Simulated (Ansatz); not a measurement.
This script makes an atomisation energy of C2H4AsN, SMILES N=C1C[AsH]1 with Ansatz 0.2.0 through its Python package.

The script, `tae_c2h4asn.py`:
```python
"""Energy to split C2H4AsN into its atoms."""

from collections import Counter

import ansatz as az
from ase import Atoms


def total_energy(molecule, charge=0, unpaired=0):
    calc = (
        molecule.calculation()
        .basis(gaussian="6-31G*")
        .functional("r2scan")  # exchange and correlation
    )
    if charge:
        calc = calc.charge(charge)
    if unpaired:
        calc = calc.spin("collinear", total=unpaired)
    return calc.run().report["free_energy_ev"]

atoms = Atoms(["N", "C", "C", "As", "H", "H", "H", "H"], positions=[
    (-1.2724, 0.9327, -0.9469),
    (-0.4593, 0.1653, -0.4743),
    (0.7991, -0.084, 0.2123),
    (0.2524, -1.7491, -0.0621),
    (-1.1589, 1.9863, -0.9264),
    (0.8209, 0.2637, 1.2832),
    (1.7363, 0.1823, -0.3942),
    (-0.6259, -1.7542, 1.2526),
])
mol = az.Crystal.molecule_from_ase(atoms)

# unpaired electrons of the ground-state atoms
unpaired = {"N": 3, "C": 2, "As": 3, "H": 1}
counts = Counter(site.symbol for site in mol.cartesian_sites)
atom_energy = {s: total_energy(az.Crystal.molecule().atom(s, (0, 0, 0)), 0, unpaired[s]) for s in counts}
whole = total_energy(mol, 0, 0)
for s, e in atom_energy.items():
    print(f"{s:2s} x{counts[s]}  {e:14.5f} eV")
print(f"C2H4AsN: {whole:.5f} eV")
split = sum(counts[s] * e for s, e in atom_energy.items()) - whole
print(f"atomisation energy (no zero-point term): {23.060548 * split:.1f} kcal/mol, {split / sum(counts.values()):.3f} eV an atom")
```

What does it cost to take this molecule apart into atoms?

654.4 kcal/mol from the electronic energies, without the zero-point term.

What the script printed:

```console
$ python tae_c2h4asn.py
N  x1     -1484.70037 eV
C  x2     -1029.12978 eV
As x1    -60831.43162 eV
H  x4       -13.55744 eV
C2H4AsN: -64457.00019 eV
atomisation energy (no zero-point term): 654.4 kcal/mol, 3.547 eV an atom
```

Reading the output:
- These settings explore the input space; basis and method may be short of convergence.
- The geometry is a force-field or estimated start, not a minimum of this method, and the basis set is short of its limit. All parts are taken at fixed geometry, without zero-point energy.
- Timing: 7.4 s on 1 thread of Arm Neoverse V2 (shared host), peak memory 0.21 GiB.

(Lines on the test bed's own set-up are left out of the output.)
